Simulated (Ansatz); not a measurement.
HPbNO4:

```
H Pb N O
1.0
     3.85707    0.00178   -0.03658
     0.17353    4.33436   -0.01647
     0.75803    0.83873    5.87662
H Pb N O
1 1 1 4
Direct
  0.61511 0.89559 0.19844
  0.64597 0.44651 0.91685
  0.71474 0.23810 0.50058
  0.16958 0.47007 0.77768
  0.62919 0.97045 0.49845
  0.56424 0.92583 0.03849
  0.78022 0.42250 0.31951
```

The cell was built by a generator and needn't be a form met in nature.

Program: Ansatz 0.2.0. Alike in all runs: cell as given; smearing fermi-dirac 0.05 eV.

Task: Order these runs on this cell by their pressure, lowest first.
A. level HSE03; potentials or basis Ansatz PAW; spin off; k mesh 3 × 3 × 2; cutoff (eV) 420; mesh quality coarse
B. level PBE; potentials or basis SPMS NC; spin off; k mesh 7 × 6 × 5; cutoff (eV) 1034; mesh quality not flagged
C. level RPBE; potentials or basis Ansatz PAW; spin off; k mesh 7 × 6 × 5; cutoff (eV) 420; points for each segment of the path 10; mesh quality not flagged
D. level r2SCAN; potentials or basis Ansatz PAW; spin SOC, no magnetisation; k mesh 5 × 5 × 4; cutoff (eV) 500; points for each segment of the path 10; mesh quality not flagged

Result: A (-6.1 GPa), D (-4.4 GPa), B (-0.3 GPa), C (2.8 GPa).

Caveats: some runs use coarse meshes; the PAW data sets come from PBE, with cores solved anew for the run's functional, which leaves a small shift of forces and pressure (some runs); the thresholds are loose for stress (some runs).
